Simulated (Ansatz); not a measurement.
This script for Ansatz 0.2.0, Python API starts 3 runs on ScSi₂, space group P6/mmm. What input does the engine get in each?

`run_terms.py`
```python
'''Dispersion, smearing and cutoff parts of the energy of ScSi2.'''

import warnings

import ansatz as az
from ase import Atoms

warnings.simplefilter('ignore', az.DeckWarning)

atoms = Atoms(
    ['Sc', 'Si', 'Si'],
    scaled_positions=[
        (0.0, 0.0, 0.0),
        (1 / 3, 2 / 3, 0.5),
        (2 / 3, 1 / 3, 0.5),
    ],
    cell=[
        (3.66, 0.0, 0.0),
        (-1.83, 3.169653, 0.0),
        (0.0, 0.0, 3.87),
    ],
    pbc=True,
)
crystal = az.Crystal.from_ase(atoms)

setup = (
    crystal.calculation()
    .kpoints(density=5.1)
    .occupations('fermi_dirac')
)
with_term = setup.functional('revpbe', dispersion='d4').basis(420).cutoff_correction(570).run(threads=1, backend='cpu').report
without = setup.functional('revpbe').basis(420).run(threads=1, backend='cpu').report
finer = setup.functional('revpbe').basis(570).run(threads=1, backend='cpu').report
removed = az.free_energy_without(with_term, az.EnergyTerm.DISPERSION)
print(f'dispersion term            {with_term["components"]["e_disp"]:.5f} eV')
print(f'F less dispersion          {removed:.5f} eV, run without it {without["free_energy_ev"]:.5f} eV')
print(f'F less smearing term       {az.free_energy_without(without, az.EnergyTerm.SMEARING):.5f} eV')
print(f'estimated gain to 570 eV   {with_term["cutoff_correction"]["energy_ev"]:.5f} eV, found {finer["free_energy_ev"] - without["free_energy_ev"]:.5f} eV')
```

Run 1:
```yaml
crystal:
  lattice:
    - [3.66, 0.0, 0.0]
    - [-1.83, 3.169653, 0.0]
    - [0.0, 0.0, 3.87]
  atoms:
    - { symbol: Sc, position: [0.0, 0.0, 0.0] }
    - { symbol: Si, position: [0.33333333333333326, 0.6666666666666665, 0.5] }
    - { symbol: Si, position: [0.6666666666666666, 0.33333333333333326, 0.5] }
basis:
  ecutwfc: 420.0
kpoints:
  mp_grid:
    kspacing: 0.19607843137254904
hamiltonian:
  xc: revpbe
  dispersion: d4
scf:
  occupations:
    method: fermi_dirac
output:
  cutoff_correction: 570.0
```

Run 2, against run 1:
```diff
-  dispersion: d4
-output:
-  cutoff_correction: 570.0
```

Run 3, against run 1:
```diff
-  ecutwfc: 420.0
+  ecutwfc: 570.0
-  dispersion: d4
-output:
-  cutoff_correction: 570.0
```

```console
$ python run_terms.py
dispersion term            -2.21437 eV
F less dispersion          -3415.10270 eV, run without it -3415.10270 eV
F less smearing term       -3415.05192 eV
estimated gain to 570 eV   -0.00142 eV, found -0.00137 eV
```

Notes:
- Absolute energies stand on the zero of these potentials, so only differences at equal settings mean something. A total without «per atom» is that of the whole cell that was run.
- Dispersion corrections can be off by several per cent in the lattices of metals, and by several GPa in the pressure at a fixed cell.
- The starting cell is as deposited in a crystallographic database; the results hold for this polymorph, which needn't be the stable one.
- Run time: 7.9 s on 1 thread of Arm Neoverse V2, with other jobs on the host, peak memory 0.43 GiB.
